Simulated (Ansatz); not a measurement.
**NaAs (singlet): wave-function methods side by side at distance As1–Na2 = 2.716 Å, cc-pVDZ**

The task here is to estimate one member of a computed series from the others.

Program: Ansatz 0.2.0, Gaussian basis. Level of theory: cc-pVDZ, core rule «outside noble gas», up to 19 orbitals frozen. These are calculated values, not measurements.

Plan: UHF; CCSD(T) on RHF; CCSD(T) on UHF; BCCD(T) on RHF; CISD; CCSDT(Q) on RHF; CCSDT(Q) on UHF; CCSDTQ on RHF; CASSCF and MRCISD+Q, 2 electrons in 2 orbitals; CASSCF and NEVPT2, 2 electrons in 2 orbitals; Full CI.

69 further runs of the same task are left out: 50 for a known fault of the program, 12 that didn't finish, 7 set aside as unsound or not needed. Runs told in other sessions of the task aren't counted.

## The system

The geometry derives from a PBE0/def2-TZVP stationary point (not a proven minimum). One bond is set to the value named and the two fragments are kept rigid. No spin-orbit coupling is included. The filled d shell of As may be among the frozen orbitals whatever the setting's name suggests.

2 atoms, charge 0, spin multiplicity 1.

Atoms are counted from 1 here; the program's logs count them from 0.

Bond lengths: As1–Na2 2.716 Å.

The first run:

Input file in.yaml:

```yaml
crystal:
  periodic: [false, false, false]
  atoms:
    - {symbol: As, position_ang: [0.000000, 0.000000, 0.000000]}
    - {symbol: Na, position_ang: [0.000000, 0.000000, 2.716500]}
basis:
  gaussian: {orbitals: cc-pVDZ}
magnetization: {spin_polarized: true, initial_magnetization: 0}
hamiltonian: {xc: hf}
output: {orbitals: {seedname: orbitals}}
```

Launch:

```bash
$ ansatz run in.yaml --threads 1 --pin off --events-out ev --progress --plain --max-ram 2393MiB
```

Among the steps run: UHF; CCSD(T) on RHF; CCSD(T) on UHF; BCCD(T) on RHF; CISD; CCSDT(Q) on RHF; CCSDT(Q) on UHF; CCSDTQ on RHF; CASSCF and MRCISD+Q, 2 electrons in 2 orbitals; CASSCF and NEVPT2, 2 electrons in 2 orbitals; Full CI.

One of the session's tables, all rows but one given; the rest of the session is left out.

| method | from FCI (kJ/mol) |
| --- | --- |
| RHF | +314.3 |
| RMP2 | +93.2 |
| CISD | +45.6 |
| RCCSD | +28.9 |
| RCCSD(T) | +16.7 |
| BCCD(T) | +16.8 |
| RCCSDT | +2.3 |
| RCCSDT(Q) | ? |
| RCCSDTQ | 0.0 |
| FCI | 0 |

**Question.** Estimate the row for RCCSDT(Q).

The run gave: from FCI (kJ/mol): -0.6. In the column «from FCI (kJ/mol)» it is the lowest.

Left out of the table: CASSCF pair, NEVPT2 pair, MRCISD pair, MRCISD+Q pair (the active space lost an orbital or holds another state than full CI finds).

Caveats from the session: The report flags that the cluster equations may have other roots. Left out of the table: UHF, UMP2, UCCSD, UCCSD(T), UCCSDT, UCCSDT(Q) (another determinant or state than the rows shown). The program flags RCCSDT(Q), RCCSDTQ as in doubt, so those rows may rest on another solution. RCCSDT(Q) falls below full CI, which methods that aren't variational can do. Warnings in the runs' records: passed over end.
